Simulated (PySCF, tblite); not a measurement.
# C₅H₇FOSi: geometry, infrared bands and NMR shifts

What infrared bands and NMR shifts should C₅H₇FOSi (`O=C1CC=C([SiH2]F)C1`) show?

Programs: tblite 0.8.0 and PySCF 2.14.0, with density-fitted response routines of our own. Each step states its level of theory. These are calculated values for one molecule in the gas phase, unless marked as measured. Atoms are numbered from 0 throughout.

## 1. The molecule as given

15 atoms, charge 0, multiplicity 1; geometry from: force field or distance geometry start.

Bonds of the start (Å): O0–C1 1.22, C1–C2 1.50, C2–C3 1.49, C3–C4 1.33, C4–Si5 1.85, Si5–F6 1.67, C4–C7 1.50, C7–C1 1.50, C2–H8 1.09, C2–H9 1.11, C3–H10 1.09, Si5–H11 1.46, Si5–H12 1.49, C7–H13 1.11, C7–H14 1.10.

## 2. Geometry optimisation with GFN2-xTB

Job settings and geometry (Å):

```
{"job": {"kind": "relax", "xc": "GFN2-xTB", "basis": "xTB"}, "charge": 0, "multiplicity": 1}
O     -2.119500     0.590400     1.963900
C     -1.522700     0.423500     0.911700
C     -1.778600    -0.620500    -0.140900
C     -0.370700    -0.994300    -0.452400
C      0.451200     0.002300    -0.135900
Si     2.282800    -0.107200    -0.384100
F      2.844400    -1.674600    -0.511100
C     -0.328300     1.172100     0.393700
H     -2.372900    -1.450300     0.241700
H     -2.231500    -0.157300    -1.042400
H     -0.054100    -1.956400    -0.847200
H      2.605500     0.633900    -1.604300
H      2.973200     0.587600     0.732200
H      0.209500     1.652700     1.238100
H     -0.592900     1.906300    -0.384900
```

Run with:

```console
$ OMP_NUM_THREADS=1 python probes_run.py task.json out
```

One launch serves the whole session: the jobs run in the order shown.

**Question.** This job is followed by: GFN2-xTB harmonic vibrations, gas phase; GIAO PBE0/pcSseg-1 NMR shielding, non-relativistic, gas phase. Predict these results of the whole session: strongest single infrared mode (GFN2-xTB); zero-point energy (GFN2-xTB); 13C shifts against TMS (PBE0/pcSseg-1); 1H shifts against TMS (PBE0/pcSseg-1, means over atoms taken as alike); 17O shifts against H2O (PBE0/pcSseg-1); 29Si shifts against TMS (PBE0/pcSseg-1); 19F shifts against CFCl3 (PBE0/pcSseg-1).

The runs gave:

| quantity | value |
| --- | --- |
| strongest single infrared mode (GFN2-xTB) | 1803 cm⁻¹, 409 km/mol |
| zero-point energy (GFN2-xTB) | 65.2 kcal/mol |
| 13C shifts against TMS (PBE0/pcSseg-1) | 220.1, 151.9, 142.8, 47.1, 45.0 ppm |
| 1H shifts against TMS (PBE0/pcSseg-1, means over atoms taken as alike) | 6.96, 5.42, 3.02, 2.79 ppm |
| 17O shifts against H2O (PBE0/pcSseg-1) | 670.5 ppm |
| 29Si shifts against TMS (PBE0/pcSseg-1) | -9.7 ppm |
| 19F shifts against CFCl3 (PBE0/pcSseg-1) | -236.3 ppm |

**Reading.** Relaxing lowered the energy by 0.509 eV in 107 steps; the close pair that moved most is Si5–F6, from 1.670 to 1.611 Å. No mode is imaginary among the 39: a minimum at this level. The strongest single mode, at 1803 cm⁻¹, moves mainly C1 and O0. Unscaled tight-binding wavenumbers are off by several per cent, some by more. Its intensities can rank the bands wrongly. C1 (ketone carbonyl carbon) lies farthest downfield among carbon, at 220.1 ppm; the double bond to the heteroatom, with no lone-pair donor beside it, deshields it most. H10 (hydrogen on an alkene CH) lies farthest downfield among hydrogen, at 6.96 ppm; olefinic region. At PBE0/pcSseg-1: The widest tensor belongs to O0: span 1340 ppm, with a paramagnetic part of -729 ppm.
